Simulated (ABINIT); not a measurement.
MnS:

```
Mn S
1.0
     0.00000    2.60450    2.60450
     2.60450    0.00000    2.60450
     2.60450    2.60450    0.00000
Mn S
1 1
Cartesian
  0.0000 0.0000 0.0000
  2.6045 2.6045 2.6045
```

Base run:

| Quantity | Value |
| --- | --- |
| Program | ABINIT 10.8.3 (patched build) |
| Functional | PBE |
| Potentials or basis | PseudoDojo NC SR PBE v0.4.1 standard |
| Cutoff | 1252 eV |
| k mesh | 6 × 6 × 6, with 4 shifts |
| Occupations | fermi-dirac, width 0.05 eV |
| Spin | collinear spin, ferromagnetic start |
| Starting moments | [4.0, 0.0] μB |

Its results: pressure -1.7 GPa; net moment 4.80 μB per cell; site moments Mn +4.11; S +0.14 μB.

The run is repeated on the same cell with these changes: potentials or basis from PseudoDojo NC SR PBE v0.4.1 standard to PseudoDojo NC SR PBE v0.5 stringent; cutoff from 1252 eV to 1660 eV. What comes out?

Pressure -2.8 GPa; net moment 4.73 μB per cell; site moments Mn +4.06; S +0.13 μB.

Caveats: a cell with one magnetic atom can't hold antiferromagnetic order, which such compounds often take.

Not every run made on this cell is shown here.
